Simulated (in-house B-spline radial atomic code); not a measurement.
# Hg⁴⁷⁺: Hartree-Fock with and without relativity

Wanted: relativistic shifts in Hg⁴⁷⁺, shell by shell.

Program: in-house B-spline radial atomic code version 1. Level of theory: Hartree-Fock averaged over the configuration, non-relativistic (point nucleus) and Dirac-Coulomb (finite nucleus); spherical all-electron atom at the radial basis limit. These are calculated values, not measurements, unless marked.

### 1 What is computed

- element: mercury (Z = 80)
- charge: +47
- electrons: 33
- configuration: [Ar] 3d10 4s2 4p3
- nucleus: point (non-relativistic run); Fermi, rms radius 5.465 fm (Dirac runs)

Outer shells as boxes (Hund's rule):

[Ar] 3d10 4s2 4p3
```
[Ar] core
3d [↑↓][↑↓][↑↓][↑↓][↑↓]
4s [↑↓]
4p [↑ ][↑ ][↑ ]
```

The boxes draw the filling by Hund's rule, which heavy ions in jj coupling don't follow; these runs average over all states of the configuration.

### 2 Non-relativistic run

Settings of the run:

```ini
Z = 80
electrons = 33.0
configuration = [Ar] 3d10 4s2 4p3
hamiltonian = nr
method = hf
spin_polarised = False
```

### 3 Dirac-Coulomb run

Settings of the run:

```ini
Z = 80
electrons = 33.0
configuration = [Ar] 3d10 4s2 4p3
hamiltonian = dirac
method = hf
spin_polarised = False
nucleus = fermi
rms_radius = 5.4648
mass_number = 202
atomic_mass = 201.970643604
speed_of_light = 137.035999084
```

### 4 Dirac-Coulomb run in the lowest jj configuration, 1s2 2s2 2p6 3s2 3p6 3d10 4s2 4p-2 4p+1

In configurations, a minus sign after the shell means j = l − 1/2 and a plus sign j = l + 1/2; the count of electrons follows.

Settings: those of step 3 with these lines changed.

```diff
@@ -2,3 +2,3 @@
 electrons = 33.0
-configuration = [Ar] 3d10 4s2 4p3
+configuration = 1s2 2s2 2p6 3s2 3p6 3d10 4s2 4p-2 4p+1
 hamiltonian = dirac
```

How much does each shell's level and mean radius change with the Dirac Hamiltonian, and the total energy?

The runs gave:

Levels and radii; the Dirac values are averaged over j with the occupations as weights.

| shell | ε non-rel. (eV) | ε Dirac (eV) | <r> non-rel. (bohr) | <r> Dirac (bohr) | change of <r> (%) |
| --- | --- | --- | --- | --- | --- |
| 1s | -78021.6 | -86091.6 | 0.01892 | 0.01659 | -12.32 |
| 2s | -15191.1 | -17383.6 | 0.07947 | 0.06911 | -13.04 |
| 2p | -14692.4 | -15448.6 | 0.06722 | 0.06264 | -6.82 |
| 3s | -5340.64 | -5924.17 | 0.1961 | 0.1768 | -9.84 |
| 3p | -5109.16 | -5342.39 | 0.1868 | 0.1771 | -5.16 |
| 3d | -4692.82 | -4690.39 | 0.1628 | 0.1608 | -1.22 |
| 4s | -2602.38 | -2807.06 | 0.3843 | 0.3555 | -7.48 |
| 4p | -2503.49 | -2591.32 | 0.3798 | 0.3651 | -3.86 |

What this shows: Relativity and the finite nucleus together change the total energy by -1231.64 hartree (-7.3 %). The first-order mass-velocity and Darwin terms of the non-relativistic run add up to -1014.00 hartree, 82 % of it. The strongest contraction, averaged over j, is that of 2s (-13.04 %). Spin-orbit coupling splits the 4p level by 148.03 eV and the 2p level by 1956.24 eV. The lowest jj configuration lies 145.85 eV below the average over the whole configuration. Breit terms add 21.3 hartree and QED terms 15.3 hartree.
